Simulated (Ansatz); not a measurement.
Working through a ladder of methods at one geometry of C3H4BBr, SMILES BrB1C=CC1

Program: the Python package of Ansatz (0.2.0).

Run as a notebook:

**Cell 1**
```python
from pathlib import Path

import ansatz
from ase import Atoms
import numpy as np
```

**Cell 2**
```python
atoms = Atoms(["Br", "B", "C", "C", "C", "H", "H", "H", "H"], positions=[
    (0.4049, -2.9406, 0.8424),
    (0.1736, -0.9906, 0.2618),
    (1.0449, 0.1611, -0.3761),
    (0.1228, 1.0841, -0.3727),
    (-0.8722, 0.0727, 0.1946),
    (2.1173, 0.2162, -0.6691),
    (-0.0198, 2.1111, -0.6739),
    (-1.6642, -0.1567, -0.4901),
    (-1.2188, 0.3965, 1.2661),
])
system = ansatz.Crystal.molecule_from_ase(atoms)
```

**Cell 3**
```python
job = system.calculation().basis(gaussian="def2-SVP")

print("functional    E (Ha)        dipole (D)   HOMO (eV)  LUMO (eV)")
for name in ["r2scan", "lc_wpbe", "pbe", "revpbe", "hse06", "r2scan0"]:
    data = job.functional(name).forces().orbitals().run(threads=1, runs_dir="runs").report
    lines = Path(data["orbitals_path"]).read_text().splitlines()
    field_of = lambda key: [line.split("=")[1].strip() for line in lines if line.startswith(key)]
    orbitals = [(27.211386 * float(e), s, float(n)) for e, s, n in zip(field_of("Ene="), field_of("Spin="), field_of("Occup="))]
    homo = max(e for e, _, n in orbitals if n > 0.5)
    lumo = min(e for e, _, n in orbitals if n < 0.5)
    dipole = 4.803205 * np.linalg.norm(data["charge_distribution"]["dipole_moment_e_ang"])
    print(f"{name:10s} {data['free_energy_ev'] / 27.211386246:14.6f} {dipole:9.3f} {homo:11.3f} {lumo:10.3f}")
```
Output:
```text
functional    E (Ha)        dipole (D)   HOMO (eV)  LUMO (eV)
r2scan       -2715.157997     2.063      -6.463     -2.672
lc_wpbe      -2714.799328     2.191     -10.225      0.355
pbe          -2714.674630     1.858      -6.143     -2.856
revpbe       -2715.001435     1.876      -6.116     -2.770
hse06        -2714.782314     2.063      -7.101     -2.324
r2scan0      -2715.144355     2.168      -7.696     -1.827
```

What to keep in mind:
- Total energies depend on the basis set; only differences at equal settings carry meaning.
- The geometry is a force-field or estimated start, not a minimum of this method, and the basis set is short of its limit. A lower total doesn't mark the better method: functionals have no common bound, and MP2 and coupled cluster aren't variational.
- Levels such as HOMO and LUMO are orbital energies: with these approximate functionals they aren't the ionisation energy and electron affinity, and their gap isn't the fundamental gap.
- hse06 follows the composition of plane-wave codes, whose totals differ by tens of mHa, up to about 0.1 Ha, from the form usual in Gaussian-basis programs (wpbeh).
- It ran for 33 s on 1 thread of Arm Neoverse V1, on a shared host, peak memory 0.32 GiB.
